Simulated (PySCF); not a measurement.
# H6In2O2 ((H2In-mu-OH)2): the cost of one run

The runs use PySCF 2.14.0, with density-fitted response routines of our own; the level of theory stands in each step. All values are computed, except where a source is named. Atoms are numbered from 0 throughout.

**1. The molecule as given**

10 atoms, charge 0, multiplicity 1; geometry from: GFN2-xTB. The atoms were then displaced at random by about 0.03 Å, so the start is not that level's minimum.

Bonds of the start (Å): In0–H1 1.59, In0–H2 1.69, In0–O3 2.16, In0–O7 2.20, O3–In4 2.28, O3–H8 1.02, In4–H5 1.65, In4–H6 1.67, In4–O7 2.21, O7–H9 0.92.

**2. Relaxing the molecule at PBE0-D3(BJ)/def2-SVP**

The job: settings as JSON, then the geometry in Å.

```
{"job": {"xc": "PBE0", "basis": "def2-SVP", "d3": "d3bj", "grid": 1, "maxiter": 40, "shake": 0.03, "kind": "geom"}, "charge": 0, "multiplicity": 1}
In     1.747600    -0.173830     0.058230
H      2.114560    -1.655680     0.500070
H      2.445450     1.304440    -0.382210
O      0.089600     0.443730     1.301200
In    -1.696930    -0.092000    -0.016820
H     -2.175360    -1.596930     0.457910
H     -2.451230     1.340550    -0.406280
O      0.057100    -0.328530    -1.342130
H     -0.017760     1.088520     2.089430
H      0.011620    -0.407020    -2.254990
```

Launch:

```bash
> OMP_NUM_THREADS=1 python probes_run.py task.json out
```

The driver reads the jobs from task.json and runs them one after another.

**Question.** How long does this first job take on 1 thread of Arm Neoverse V2, shared host, and how much memory does it need?

About 2.3 min, with a peak of 0.46 GiB.
